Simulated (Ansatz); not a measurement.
The system is Y2Ge3.

```xyz
5
Lattice="4.3924 0.0000 0.0000 -2.1962 3.8040 0.0000 0.0000 0.0000 7.1073" Properties=species:S:1:pos:R:3 pbc="T T T"
Y     0.0000    0.0000    1.9195
Y     0.0000    0.0000    5.1878
Ge    2.1962    1.2680    0.0000
Ge    2.1962    1.2680    3.5536
Ge    0.0000    2.5360    0.0000
```

The cell comes from a database or a generator and needn't be the stable form of this composition.

| Property | Result |
| --- | --- |
| Program | Ansatz 0.2.0 |
| Task | single point |
| Functional | PBE |
| Potentials or basis | Ansatz PAW |
| Cutoff | 420 eV (not typed: the program's choice for these potentials) |
| k mesh | 7 × 7 × 4 |
| Occupations | fermi-dirac, width 0.05 eV |
| Spin | no spin polarisation |

On this cell: pressure 0.4 GPa; largest force 0.152 eV/Å; band gap on the k mesh none (metal or under the smearing width).

The same run follows on a disturbed copy (atoms moved at random, drawn with an rms of 0.05 Å):

```
Y Ge
1.0
     4.39243    0.00000    0.00000
    -2.19621    3.80395    0.00000
     0.00000    0.00000    7.10729
Y Ge
2 3
Direct
  0.00168 0.00536 0.26360
  0.00576 0.00619 0.72465
  0.66867 0.35501 0.99891
  0.65729 0.33252 0.50663
  0.31653 0.66102 0.99797
```

Problem. What changes?

Solution. The energy (extrapolated to zero smearing) moves by +10.8 meV/atom; pressure 0.6 GPa; largest force 0.531 eV/Å; band gap on the k mesh none (metal or under the smearing width).

Forces on the atoms (eV/Å):
```
Y   -0.141  0.003  0.097
Y   -0.217 -0.034  0.345
Ge  -0.060 -0.526 -0.042
Ge   0.190  0.102 -0.347
Ge   0.229  0.455 -0.053
```

Stress tensor (GPa, compression positive):
```
 1.65  0.43 -0.10
 0.43 -0.13 -0.05
-0.10 -0.05  0.21
```
